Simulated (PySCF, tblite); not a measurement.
**C4H13N3Si: geometry, infrared bands, NMR shifts and electronic excitations**

What infrared bands, NMR shifts and electronic excitations should C4H13N3Si (`CN(C)[SiH]1NCCN1`) show?

Programs: tblite 0.8.0 and PySCF 2.14.0, with density-fitted response routines of our own. Each step states its level of theory. These are calculated values for one molecule in the gas phase, unless marked as measured. Atoms are numbered from 0 throughout.

## Step 1: The molecule as given

21 atoms, charge 0, multiplicity 1; geometry from: force field or distance geometry start.

Bonds of the start (Å): C0–N1 1.46, N1–C2 1.42, N1–Si3 1.78, Si3–N4 1.81, N4–C5 1.42, C5–C6 1.46, C6–N7 1.41, N7–Si3 1.77, C0–H8 1.11, C0–H9 1.12, C0–H10 1.11, C2–H11 1.12, C2–H12 1.13, C2–H13 1.09, Si3–H14 1.47, N4–H15 1.04, C5–H16 1.13, C5–H17 1.12, C6–H18 1.11, C6–H19 1.13, N7–H20 1.05.

## Step 2: Relaxing the molecule with GFN2-xTB

Job settings and geometry (Å):

```
{"job": {"kind": "relax", "xc": "GFN2-xTB", "basis": "xTB"}, "charge": 0, "multiplicity": 1}
C     -2.050900    -1.124200     0.498100
N     -1.450600    -0.149100    -0.412200
C     -2.403100     0.875600    -0.648700
Si     0.031900     0.421100     0.394000
N      0.994000    -1.061900     0.784700
C      2.283200    -0.819600     0.250500
C      2.448100     0.484300    -0.391700
N      1.229100     1.130000    -0.699300
H     -1.302400    -1.911500     0.740100
H     -2.349900    -0.595300     1.440500
H     -2.960600    -1.536200     0.015200
H     -2.491100     0.964200    -1.763400
H     -3.408300     0.470500    -0.321400
H     -2.207700     1.832200    -0.154600
H     -0.231300     1.217800     1.599300
H      0.939100    -1.323200     1.787000
H      3.023600    -0.924900     1.094300
H      2.560400    -1.626400    -0.478100
H      3.018500     0.354600    -1.337000
H      3.064800     1.174400     0.250600
H      1.254500     2.164300    -0.493700
```

Command:

```console
OMP_NUM_THREADS=1 python probes_run.py task.json out
```

One launch serves the whole session: the jobs run in the order shown.

**Question.** This job is followed by: GFN2-xTB harmonic vibrations, gas phase; PBE0-D3(BJ)/def2-SVP geometry optimisation, gas phase; GIAO PBE0/pcSseg-1 NMR shielding, non-relativistic, gas phase; TDDFT CAM-B3LYP/def2-SVPD, vertical, gas phase, core orbitals frozen in the response; GIAO WP04/pcSseg-1 NMR shielding, non-relativistic, gas phase. Predict these results of the whole session: strongest single infrared mode (GFN2-xTB); zero-point energy (GFN2-xTB); point group; rotational constants (main isotopes); 13C shifts against TMS (PBE0/pcSseg-1, means over atoms taken as alike); 1H shifts against TMS (PBE0/pcSseg-1, means over atoms taken as alike); 15N shifts against NH3 (PBE0/pcSseg-1, means over atoms taken as alike); 29Si shifts against TMS (PBE0/pcSseg-1); lowest singlet (CAM-B3LYP/def2-SVPD); brightest single state of those computed; lowest triplet; vertical ionisation energy (ΔSCF); range of the shift of Si3.

**Answer**, as computed:

| quantity | value |
| --- | --- |
| strongest single infrared mode (GFN2-xTB) | 2133 cm⁻¹, 343 km/mol |
| zero-point energy (GFN2-xTB) | 111.3 kcal/mol |
| point group | C1 |
| rotational constants (main isotopes) | 3.40, 1.09, 1.06 GHz |
| 13C shifts against TMS (PBE0/pcSseg-1, means over atoms taken as alike) | 46.2, 36.9 ppm |
| 1H shifts against TMS (PBE0/pcSseg-1, means over atoms taken as alike) | 4.80, 3.18, 3.04, 2.52, 0.07 ppm |
| 15N shifts against NH3 (PBE0/pcSseg-1, means over atoms taken as alike) | 43.1, 36.4 ppm |
| 29Si shifts against TMS (PBE0/pcSseg-1) | -24.6 ppm |
| lowest singlet (CAM-B3LYP/def2-SVPD) | 5.81 eV (213 nm), f = 0.006 |
| brightest single state of those computed | state 8, 7.09 eV, f = 0.035 |
| lowest triplet | 5.64 eV |
| vertical ionisation energy (ΔSCF) | 7.97 eV |
| range of the shift of Si3 | -38.3 to -24.6 ppm |

The optimisation took 197 steps and gained 1.224 eV; among the close pairs (by a distance rule), Si3–N4 changed most, from 1.810 to 1.719 Å (GFN2-xTB). All 57 modes are real, so the xTB geometry is a minimum. The strongest single mode, at 2133 cm⁻¹, moves mainly H14. GFN2-xTB is a fitted tight-binding method: band positions and strengths are rough. Its intensities can rank the bands wrongly. Relaxing lowered the energy by 0.543 eV in 15 steps; the close pair that moved most is C2–H11, from 1.067 to 1.109 Å (PBE0/def2-SVP). The most deshielded carbon is C5, C6 (mean) (sp3 CH2 bonded to N), at 46.2 ppm: pulled downfield by the heteroatom. At PBE0/pcSseg-1: Shielding is most anisotropic at N1 (span 85 ppm, paramagnetic term -108 ppm). The lowest singlet, at 5.81 eV, is HOMO→LUMO 0.80 and is weak; of the 10 states computed, the strongest absorption comes from states 9 to 10 together at 7.31 eV (the last computed, so partners may be missing). The lowest triplet lies 0.17 eV below the lowest singlet (triplets in Tamm-Dancoff, singlets in full TDDFT). The orbital energy would give 7.38 eV for ionisation, ΔSCF gives 7.97 eV. Across the 2 runs the shift of Si3 moves most, between -38.3 (WP04/pcSseg-1) and -24.6 ppm (PBE0/pcSseg-1). Most of that comes from the computed reference, not from the atom's own shielding.
